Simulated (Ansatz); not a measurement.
# C4H5I: small, medium and large basis sets

The task here is to estimate one member of a computed series from the others.

Method: one geometry, several basis sets; program: Ansatz 0.2.0, Gaussian basis.

Plan: PBE0-D4/def2-SVP; ωB97M-V/def2-SVP; PBE0-D4/def2-QZVPP; ωB97M-V/def2-QZVPP; the functionals' def2-TZVPP values are taken from earlier runs.

## Structure used throughout

An earlier PBE0-D4 in a triple-zeta def2 set relaxation fixed the geometry. I takes the def2 core potential; no spin-orbit term is included.

SMILES `CC1=C(I)C1`, 10 atoms, charge 0, spin multiplicity 1.

Atoms are counted from 1 here; the program's logs count them from 0.

Bond lengths: C1–C2 1.463 Å, C1–H6 1.094 Å, C1–H7 1.094 Å, C1–H8 1.091 Å, C2–C3 1.288 Å, C2–C5 1.515 Å, C3–I4 2.036 Å, C3–C5 1.487 Å, C5–H9 1.092 Å, C5–H10 1.092 Å. Angles: C2–C1–H6 110.5°, C2–C1–H7 110.5°, C2–C1–H8 111.2°, H6–C1–H7 107.0°, H6–C1–H8 108.8°, H7–C1–H8 108.8°, C1–C2–C3 153.0°, C1–C2–C5 143.6°, C3–C2–C5 63.4°, C2–C3–I4 148.5°, C2–C3–C5 65.7°, I4–C3–C5 145.7°, C2–C5–C3 50.8°, C2–C5–H9 119.4°, C2–C5–H10 119.4°, C3–C5–H9 119.7°, C3–C5–H10 119.7°, H9–C5–H10 113.8°.

The first run:

File in.yaml:

```yaml
crystal:
  periodic: [false, false, false]
  atoms:
    - {symbol: C, position_ang: [-0.997980, -0.987594, 0.581350]}
    - {symbol: C, position_ang: [-0.081667, -0.033390, -0.044384]}
    - {symbol: C, position_ang: [0.270134, 0.770247, -0.987848]}
    - {symbol: I, position_ang: [-0.151431, 1.627629, -2.785965]}
    - {symbol: C, position_ang: [1.245086, 0.677478, 0.130766]}
    - {symbol: H, position_ang: [-1.318575, -0.624359, 1.562241]}
    - {symbol: H, position_ang: [-0.499784, -1.948049, 0.743070]}
    - {symbol: H, position_ang: [-1.881191, -1.150084, -0.038750]}
    - {symbol: H, position_ang: [1.324322, 1.496251, 0.848639]}
    - {symbol: H, position_ang: [2.174186, 0.120671, -0.006119]}
basis:
  gaussian: {orbitals: def2-SVP}
hamiltonian: {xc: pbe0, dispersion: d4}
output: {orbitals: {seedname: orbitals}}
```

Steps of the session up to this table: PBE0-D4 in def2-SVP; ωB97M-V in def2-SVP; PBE0-D4 in def2-QZVPP; ωB97M-V in def2-QZVPP.

One table of the session follows, with a row left open; its other results are not shown here.

It belongs to the step «Functionals by basis». 

```
functional       basis  HOMO (eV)
   PBE0-D4    def2-SVP          ?
   PBE0-D4  def2-TZVPP      -6.64
   PBE0-D4  def2-QZVPP      -6.65
   ωB97M-V    def2-SVP      -8.67
   ωB97M-V  def2-TZVPP      -8.73
   ωB97M-V  def2-QZVPP      -8.74
```

Q: Estimate the row for PBE0-D4, def2-SVP from the others.

**Answer.** HOMO (eV): -6.60. In the column «HOMO (eV)» it is the highest.
